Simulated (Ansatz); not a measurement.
**One shape, several levels: C2H9NSi (SMILES CN(C)[SiH3])**

Wanted: a comparison of 6 runs (HF/6-31G*, B2PLYP/6-31G*, BHLYP/6-31G*, BLYP/6-31G*, CAM-B3LYP/6-31G*, wB97M-V/6-31G*) of C2H9NSi. 

Program for the calculation: Ansatz 0.2.0.

71 further runs of the same task are left out: 71 set aside as unsound or not needed.

## 1. The molecule

C2H9NSi: 13 atoms, total charge 0, spin state singlet. SMILES: `CN(C)[SiH3]`. The C3–H9 distance was set to 1.651 Å, away from the relaxed value. At this shape a bond of the SMILES string is far longer than usual.

Bond lengths: C1–N2 1.442 Å, N2–C3 1.442 Å, N2–Si4 1.717 Å, C1–H5 1.101 Å, C1–H6 1.097 Å, C1–H7 1.092 Å, C3–H8 1.097 Å, C3–H10 1.092 Å, Si4–H11 1.497 Å, Si4–H12 1.487 Å, Si4–H13 1.487 Å. Some angles: C1–N2–C3 113.7°, C1–N2–Si4 120.9°, C3–N2–Si4 120.9°, N2–C1–H5 112.8°, N2–C1–H6 110.4°, N2–C1–H7 110.5°, N2–C3–H8 110.4°, N2–C3–H10 110.5°, N2–Si4–H11 115.3°, N2–Si4–H12 107.9°. A long bond or contact: C3–H9 1.651 Å.

## 2. A single-point energy at HF/6-31G(d) (spherical functions) (run 1)

job.yaml reads:

```yaml
basis:
  gaussian:
    orbitals: 6-31G_st_-spherical.json
crystal:
  periodic: [false, false, false]
  atoms:
    - {symbol: C, position_ang: [-1.159777, 0.950758, -0.121384]}
    - {symbol: N, position_ang: [-0.370677, 0.000658, 0.622916]}
    - {symbol: C, position_ang: [0.950923, 0.476058, 0.949716]}
    - {symbol: Si, position_ang: [-0.710777, -1.681142, 0.547916]}
    - {symbol: H, position_ang: [-0.722477, 1.191758, -1.102484]}
    - {symbol: H, position_ang: [-1.253877, 1.890758, 0.436616]}
    - {symbol: H, position_ang: [-2.167077, 0.562958, -0.289384]}
    - {symbol: H, position_ang: [0.891023, 1.408358, 1.525016]}
    - {symbol: H, position_ang: [1.870100, 0.778300, -0.388400]}
    - {symbol: H, position_ang: [1.480723, -0.257442, 1.561716]}
    - {symbol: H, position_ang: [-0.237677, -2.376042, -0.691084]}
    - {symbol: H, position_ang: [-2.186077, -1.853042, 0.613016]}
    - {symbol: H, position_ang: [-0.040777, -2.335442, 1.702716]}
hamiltonian:
  xc: hf
accuracy: high
output: {orbitals: {seedname: orbitals}}
```

The basis set 6-31G* is read from a file made from the Basis Set Exchange's data (not shown).

The run is started by

```sh
$ ansatz run job.yaml --threads 1 --pin off --max-ram 2610MiB --events-out events.jsonl --progress --plain --runs-dir runs
```

The log of the run:

```text
Warning: RAYON_NUM_THREADS=1 ignored (pool sized by the plan → 1); use --threads N
Functional definition: HF
  name "HF"
  exchange = exact_x
  correlation = 0
1981 factors; integrals over basis functions are off by at most 4.0e-9 eV
mean field evaluation 1: about -11542.2197 eV, gradient 2.6e1 eV
mean field evaluation 2: about -11542.3710 eV, gradient 2.6e1 eV
mean field evaluation 4: about -11544.4614 eV, gradient 4.2e0 eV
mean field evaluation 8: about -11544.5119 eV, gradient 1.7e-1 eV
mean field -11544.51208536 eV, -424.2529939856 hartree, gradient 3.5e-8 eV, S^2 0.000000; 0 other end points of the search recorded, 0 dependent functions left out
reference -11544.51208536 eV, -424.2529939856 hartree; 21, 21 occupied and 57, 57 virtual orbitals, 1981 factors
Total energy: -11544.51208536 eV, -424.2529939856 hartree
```

Run time: 2.8 s. Hardware: 1 thread of Arm Neoverse V1, shared host; peak memory 0.18 GiB.

## 3. The energy at B2PLYP/6-31G(d) (spherical functions) (run 2)

run.yaml reads:

```yaml
crystal:
  periodic: [false, false, false]
  atoms:
    - {symbol: C, position_ang: [-1.159777, 0.950758, -0.121384]}
    - {symbol: N, position_ang: [-0.370677, 0.000658, 0.622916]}
    - {symbol: C, position_ang: [0.950923, 0.476058, 0.949716]}
    - {symbol: Si, position_ang: [-0.710777, -1.681142, 0.547916]}
    - {symbol: H, position_ang: [-0.722477, 1.191758, -1.102484]}
    - {symbol: H, position_ang: [-1.253877, 1.890758, 0.436616]}
    - {symbol: H, position_ang: [-2.167077, 0.562958, -0.289384]}
    - {symbol: H, position_ang: [0.891023, 1.408358, 1.525016]}
    - {symbol: H, position_ang: [1.870100, 0.778300, -0.388400]}
    - {symbol: H, position_ang: [1.480723, -0.257442, 1.561716]}
    - {symbol: H, position_ang: [-0.237677, -2.376042, -0.691084]}
    - {symbol: H, position_ang: [-2.186077, -1.853042, 0.613016]}
    - {symbol: H, position_ang: [-0.040777, -2.335442, 1.702716]}
basis:
  gaussian: {orbitals: 6-31G_st_-spherical.json}
hamiltonian: {xc: {name: B2PLYP}}
correlation: {frozen_orbitals: {C: 1, H: 0, "N": 1, Si: 5}}
accuracy: high
output: {orbitals: {seedname: orbitals}}
```

The basis set 6-31G* is read from a file made from the Basis Set Exchange's data (not shown).

The run is started by

```sh
$ ansatz run run.yaml --threads 1 --pin off --max-ram 2610MiB --events-out events.jsonl --progress --plain --runs-dir runs
```

The log of the run (excerpt; [...] marks lines left out):

```text
Warning: RAYON_NUM_THREADS=1 ignored (pool sized by the plan → 1); use --threads N
Functional definition: B2PLYP
  name "B2PLYP"
[...]
1981 factors; integrals over basis functions are off by at most 4.0e-9 eV
[...]
mean field -11572.86554744 eV, -425.2949644986 hartree, gradient 8.1e-8 eV, S^2 0.000000; 0 other end points of the search recorded, 0 dependent functions left out
8 core orbitals not correlated: weight in the atoms' cores, before any rotation towards them, 1.000 or more for the frozen orbitals, at most 0.000 for the correlated occupied ones
reference -11572.86557446 eV, -425.2949654914 hartree; 13, 13 occupied and 57, 57 virtual orbitals, 1981 factors
second order -17.20417338 eV of doubles, -0.00000000 eV of singles
Total energy: -11577.51070127 eV, -425.4656707531 hartree
```

Wall time 13 s (1 thread of Arm Neoverse V1, shared host); peak memory 0.25 GiB.

Runs 3 to 5 aren't shown in full; the table further down has their settings and results.

## 4. The energy at wB97M-V/6-31G(d) (spherical functions) (run 6)

job.yaml: that of step 2 with these lines changed.

```diff
@@ -1,4 +1 @@
-basis:
-  gaussian:
-    orbitals: 6-31G_st_-spherical.json
 crystal:
@@ -19,4 +16,5 @@
     - {symbol: H, position_ang: [-0.040777, -2.335442, 1.702716]}
-hamiltonian:
-  xc: hf
+basis:
+  gaussian: {orbitals: 6-31G_st_-spherical.json}
+hamiltonian: {xc: {name: wB97M-V}}
 accuracy: high
```

The basis set 6-31G* is read from a file made from the Basis Set Exchange's data (not shown).

The run is started by

```sh
$ ansatz run job.yaml --threads 1 --pin off --max-ram 2610MiB --events-out events.jsonl --progress --plain --runs-dir runs
```

The log of the run (excerpt; [...] marks lines left out):

```text
Warning: RAYON_NUM_THREADS=1 ignored (pool sized by the plan → 1); use --threads N
Functional definition: wB97M-V
  name "wB97M-V"
[...]
  gx(w, u) = 1 - cx + cx01*u + cx10*w
  gss(w, u) = css00 + css04*u^4 + css10*w + css20*w^2 + css43*w^4*u^3
  gos(w, u) = cos00 + cos10*w + (cos20 + cos21*u)*w^2 + (cos60 + cos61*u)*w^6
[...]
      + integral(e_c_pw_mod_opposite_spin*gos(b97_w_opposite, b97_u_opposite)) + vv10(b, c)
1981 factors; integrals over basis functions are off by at most 4.0e-9 eV
397 factors; integrals over basis functions are off by at most 2.3e-9 eV
[...]
mean field -11583.02229373 eV, -425.6682180403 hartree, gradient 2.8e-8 eV, S^2 0.000000; 0 other end points of the search recorded, 0 dependent functions left out
reference -11583.02229829 eV, -425.6682182075 hartree; 21, 21 occupied and 57, 57 virtual orbitals, 1981 factors
Total energy: -11583.02229829 eV, -425.6682182075 hartree
```

It took 1.7 min on 1 thread of Arm Neoverse V1, shared host; peak memory 0.56 GiB.

## 5. Overview of the runs

```tsv
run	level	frozen core orbitals	energy (Eh)	HOMO energy (eV)	LUMO energy (eV)	HOMO–LUMO gap (eV)	wall time
1	HF/6-31G* (spherical functions)	–	-424.252994	-9.30	4.02	13.32	2.8 s
2	B2PLYP/6-31G* (spherical functions)	8	-425.465671	-7.39	1.84	9.23	13 s
3	BHLYP/6-31G* (spherical functions)	–	-425.683946	-7.45	1.52	8.97	9.3 s
4	BLYP/6-31G* (spherical functions)	–	-425.692123	-4.94	-0.35	4.58	7.5 s
5	CAM-B3LYP/6-31G* (spherical functions)	–	-425.701745	-7.57	1.64	9.21	11 s
6	wB97M-V/6-31G* (spherical functions)	–	-425.668218	-8.45	2.48	10.93	1.7 min
```

## 6. Summary of results

| quantity | value |
| --- | --- |
| run 6: total energy | -425.66822 Eh |
| run 6: HOMO energy | -8.45 eV |
| run 6: LUMO energy | 2.48 eV |
| run 6: HOMO–LUMO gap | 10.93 eV |

The HOMO–LUMO gap runs from 4.58 eV (BLYP/6-31G*) to 13.32 eV (HF/6-31G*). Exact exchange widens orbital gaps. Totals of different functionals can't be ranked against each other. All runs together took 2.4 min, the longest 1.7 min.
